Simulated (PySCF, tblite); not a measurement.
**C₅H₁₁FN₂Si: geometry, infrared bands and NMR shifts**

Wanted: the infrared bands and NMR shifts of C₅H₁₁FN₂Si (`CN(C)[SiH2][C@H](F)CC#N`), by calculation.

The runs use tblite 0.8.0 and PySCF 2.14.0, with density-fitted response routines of our own; the level of theory stands in each step. All values are computed, except where a source is named. Atoms are numbered from 0 throughout.

### 1 Starting geometry

20 atoms, charge 0, multiplicity 1; geometry from: force field or distance geometry start.

Bonds of the start (Å): C0–N1 1.48, N1–C2 1.46, N1–Si3 1.74, Si3–C4 1.87, C4–F5 1.37, C4–C6 1.52, C6–C7 1.47, C7–N8 1.16, C0–H9 1.08, C0–H10 1.10, C0–H11 1.10, C2–H12 1.10, C2–H13 1.10, C2–H14 1.10, Si3–H15 1.47, Si3–H16 1.48, C4–H17 1.10, C6–H18 1.10, C6–H19 1.10.

### 2 Geometry optimisation with GFN2-xTB

What the job is given:

```
{"job": {"kind": "relax", "xc": "GFN2-xTB", "basis": "xTB"}, "charge": 0, "multiplicity": 1}
C     -1.576600    -1.240800     0.354200
N     -1.221500     0.190300     0.277000
C     -2.378000     0.978500     0.690200
Si    -0.181100     0.761900    -0.993200
C      1.487100    -0.089200    -0.983200
F      1.295400    -1.399900    -1.337800
C      2.222500    -0.046600     0.342300
C      3.621600    -0.475500     0.183200
N      4.730800    -0.794800     0.052500
H     -0.709800    -1.885700     0.259200
H     -2.032400    -1.487100     1.325000
H     -2.304300    -1.510800    -0.429400
H     -2.126700     2.038600     0.836100
H     -3.184200     0.925500    -0.062500
H     -2.790000     0.651200     1.651900
H     -0.913600     0.572600    -2.249200
H      0.004500     2.210500    -0.747700
H      2.099400     0.355000    -1.781400
H      1.728700    -0.707200     1.075700
H      2.222900     0.964200     0.774600
```

Run with:

```console
> OMP_NUM_THREADS=1 python probes_run.py task.json out
```

The driver reads the jobs from task.json and runs them one after another.

**Question.** This job is followed by: GFN2-xTB harmonic vibrations, gas phase; GIAO PBE0/pcSseg-1 NMR shielding, non-relativistic, gas phase. What will the session give for the following? strongest single infrared mode (GFN2-xTB); zero-point energy (GFN2-xTB); 13C shifts against TMS (PBE0/pcSseg-1, means over atoms taken as alike); 1H shifts against TMS (PBE0/pcSseg-1, means over atoms taken as alike); 15N shifts against NH3 (PBE0/pcSseg-1); 29Si shifts against TMS (PBE0/pcSseg-1); 19F shifts against CFCl3 (PBE0/pcSseg-1).

The runs gave:

| quantity | value |
| --- | --- |
| strongest single infrared mode (GFN2-xTB) | 2213 cm⁻¹, 367 km/mol |
| zero-point energy (GFN2-xTB) | 96.0 kcal/mol |
| 13C shifts against TMS (PBE0/pcSseg-1, means over atoms taken as alike) | 123.8, 92.3, 41.4, 22.3 ppm |
| 1H shifts against TMS (PBE0/pcSseg-1, means over atoms taken as alike) | 5.08, 4.95, 4.43, 2.92, 2.64, 2.28 ppm |
| 15N shifts against NH3 (PBE0/pcSseg-1) | 301.6, 12.9 ppm |
| 29Si shifts against TMS (PBE0/pcSseg-1) | -31.1 ppm |
| 19F shifts against CFCl3 (PBE0/pcSseg-1) | -250.2 ppm |

Relaxing lowered the energy by 0.280 eV in 95 steps; the close pair that moved most is Si3–C4, from 1.873 to 1.925 Å. All 54 modes are real, so the xTB geometry is a minimum. The strongest single mode, at 2213 cm⁻¹, moves mainly H15. Unscaled tight-binding wavenumbers are off by several per cent, some by more. Its intensities can rank the bands wrongly. C7 (nitrile carbon) lies farthest downfield among carbon, at 123.8 ppm; this is the usual window of a C≡N carbon, which has no attached hydrogen. At PBE0/pcSseg-1: Shielding is most anisotropic at N8 (span 507 ppm, paramagnetic term -373 ppm).
